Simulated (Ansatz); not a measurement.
# CH₄ClFGeO: one species, many methods

The task here is to estimate one member of a computed series from the others.

Computed with Ansatz 0.2.0, Gaussian basis. Level: functionals in def2-TZVPP, the program's frozen cores in correlated methods.

The runs, in order: LDA (SPW92), PBE-D4, revPBE-D4, BLYP-D4, r2SCAN-D4, B97M-V, PBE0-D4, B3LYP-D4, r2SCANh-D4, r2SCAN0-D4, HSE06-D4, BHLYP-D4, CAM-B3LYP-D4, LC-ωPBE, ωB97X-V, ωB97M-V, B2PLYP, PBE-QIDH; CCSD(T)/def2-SVP; CCSD(T)/def2-TZVPP; MP2/def2-QZVPP; extrapolation to the limit; RPA on PBE.

## The relaxed structure

All runs share one geometry, relaxed beforehand with PBE0-D4 in a triple-zeta def2 set.

9 atoms, charge 0, spin multiplicity 1.

Atoms are counted from 1 here; the program's logs count them from 0.

Bond lengths: C1–Ge2 1.916 Å, C1–H6 1.090 Å, C1–H7 1.089 Å, C1–H8 1.090 Å, Ge2–O3 1.752 Å, Ge2–F4 1.731 Å, Ge2–Cl5 2.140 Å, O3–H9 0.961 Å. Angles: Ge2–C1–H6 109.4°, Ge2–C1–H7 109.4°, Ge2–C1–H8 108.9°, H6–C1–H7 109.7°, H6–C1–H8 109.6°, H7–C1–H8 109.7°, C1–Ge2–O3 110.7°, C1–Ge2–F4 110.7°, C1–Ge2–Cl5 113.9°, O3–Ge2–F4 107.6°, O3–Ge2–Cl5 109.6°, F4–Ge2–Cl5 104.1°, Ge2–O3–H9 113.6°.

The first run:

Input file in.yaml:

```yaml
crystal:
  periodic: [false, false, false]
  atoms:
    - {symbol: C, position_ang: [-1.337618, 0.192924, -0.038602]}
    - {symbol: Ge, position_ang: [0.552038, 0.013665, 0.221051]}
    - {symbol: O, position_ang: [1.251083, -1.018833, -1.009569]}
    - {symbol: F, position_ang: [0.891658, -0.703803, 1.759554]}
    - {symbol: Cl, position_ang: [1.600111, 1.879072, 0.272469]}
    - {symbol: H, position_ang: [-1.527650, 0.687642, -0.990572]}
    - {symbol: H, position_ang: [-1.759948, 0.784654, 0.772573]}
    - {symbol: H, position_ang: [-1.789616, -0.799037, -0.044486]}
    - {symbol: H, position_ang: [2.208544, -1.082584, -0.959517]}
basis:
  gaussian: {orbitals: def2-TZVPP}
hamiltonian: {xc: lda}
output: {orbitals: {seedname: orbitals}}
```

The run is started by

```sh
ansatz run in.yaml --threads 2 --pin off --events-out ev --progress --plain --max-ram 32768MiB --backend cpu
```

Steps of the session up to this table: LDA; PBE-D4 (GGA); revPBE-D4 (GGA); BLYP-D4 (GGA); r2SCAN-D4 (meta-GGA); B97M-V (meta-GGA); B3LYP-D4 (hybrid); r2SCANh-D4 (hybrid); r2SCAN0-D4 (hybrid); HSE06-D4 (hybrid); BHLYP-D4 (hybrid); CAM-B3LYP-D4 (range-separated); LC-ωPBE (range-separated); ωB97X-V (range-separated); ωB97M-V (range-separated); B2PLYP (double hybrid); PBE-QIDH (double hybrid).

One table of the session follows, with a row left open; its other results are not shown here.

It belongs to the step «Frontier levels by functional». 

```
  functional  HOMO (eV)  gap (eV)
 LDA (SPW92)      -7.84      6.40
      PBE-D4      -7.65      6.50
   revPBE-D4      -7.58      6.56
     BLYP-D4      -7.52      6.38
   r2SCAN-D4      -8.06      7.32
      B97M-V          ?         ?
     PBE0-D4      -9.24      9.12
    B3LYP-D4      -8.95      8.46
  r2SCANh-D4      -8.65      8.27
  r2SCAN0-D4      -9.51      9.65
    HSE06-D4      -8.84      8.34
    BHLYP-D4     -10.59     11.37
CAM-B3LYP-D4     -10.66     11.47
     LC-ωPBE     -12.10     14.28
     ωB97X-V     -11.71     13.72
     ωB97M-V     -11.55     13.25
```

Estimate the missing values for B97M-V.

As computed: HOMO (eV): -8.15; gap (eV): 7.35. In the column «HOMO (eV)» it lies between r2SCANh-D4 (-8.65) and r2SCAN-D4 (-8.06).
